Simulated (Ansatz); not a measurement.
# GeC+ (quartet): wave-function methods side by side, cc-pVTZ

One table from this session's results is given with a row withheld; the runs are named, their logs left out.

The runs use Ansatz 0.2.0, Gaussian basis; cc-pVTZ, core rule «outside noble gas», up to 15 orbitals frozen.

Plan: UHF; CCSD(T) on ROHF; CCSD(T) on UHF; BCCD(T) on ROHF; CISD; CCSDT(Q) on ROHF; CCSDT(Q) on UHF; CASSCF and MRCISD+Q, 7 electrons in 8 orbitals; CASSCF and NEVPT2, 7 electrons in 8 orbitals.

1 further run of the same task is left out (it didn't finish).

## The geometry

The geometry is a PBE0/def2-TZVP stationary point (not a proven minimum) of the parent state, kept for this charge and spin. No spin-orbit coupling is included. The filled d shell of Ge may be among the frozen orbitals whatever the setting's name suggests; the logs give the count.

2 atoms, charge 1, spin multiplicity 4.

Atoms are counted from 1 here; the program's logs count them from 0.

Bond lengths: Ge1–C2 1.942 Å.

The first run:

in.yaml

```yaml
crystal:
  periodic: [false, false, false]
  atoms:
    - {symbol: Ge, position_ang: [0.000000, 0.000000, 0.000000]}
    - {symbol: C, position_ang: [0.000000, 0.000000, 1.942200]}
basis:
  gaussian: {orbitals: cc-pVTZ}
total_charge: 1
magnetization: {spin_polarized: true, initial_magnetization: 3}
hamiltonian: {xc: hf}
output: {orbitals: {seedname: orbitals}}
```

Launch:

```
ansatz run in.yaml --threads 1 --pin off --events-out ev --progress --plain --max-ram 2393MiB
```

Steps of the session up to this table: UHF; CCSD(T) on ROHF; CCSD(T) on UHF; BCCD(T) on ROHF; CISD; CCSDT(Q) on ROHF; CCSDT(Q) on UHF; CASSCF and MRCISD+Q, 7 electrons in 8 orbitals; CASSCF and NEVPT2, 7 electrons in 8 orbitals.

One table of the session follows, with a row left open; its other results are not shown here.

| method | from UCCSDT(Q) (meV) |
| --- | --- |
| ROHF | +4821.6 |
| UHF | +4777.0 |
| RMP2 | +1126.3 |
| UMP2 | +1124.8 |
| CISD | +462.9 |
| RCCSD | +305.3 |
| UCCSD | +299.8 |
| RCCSD(T) | +74.2 |
| UCCSD(T) | ? |
| BCCD(T) | +70.5 |
| RCCSDT | +21.3 |
| UCCSDT | +17.4 |
| RCCSDT(Q) | +6.0 |
| UCCSDT(Q) | 0 |
| CASSCF valence | +3040.3 |
| NEVPT2 valence | +598.3 |
| MRCISD valence | +179.3 |
| MRCISD+Q valence | +29.1 |

Q: Estimate the row for UCCSD(T) from the others.

The run gave: from UCCSDT(Q) (meV): +70.0. In the column «from UCCSDT(Q) (meV)» it lies between MRCISD+Q valence (+29.1) and BCCD(T) (+70.5).

Limits of these values: Restricted and unrestricted rows rest on different reference determinants; where their highest levels disagree by more than a few hundredths of an eV, they describe different states and don't form one ladder.
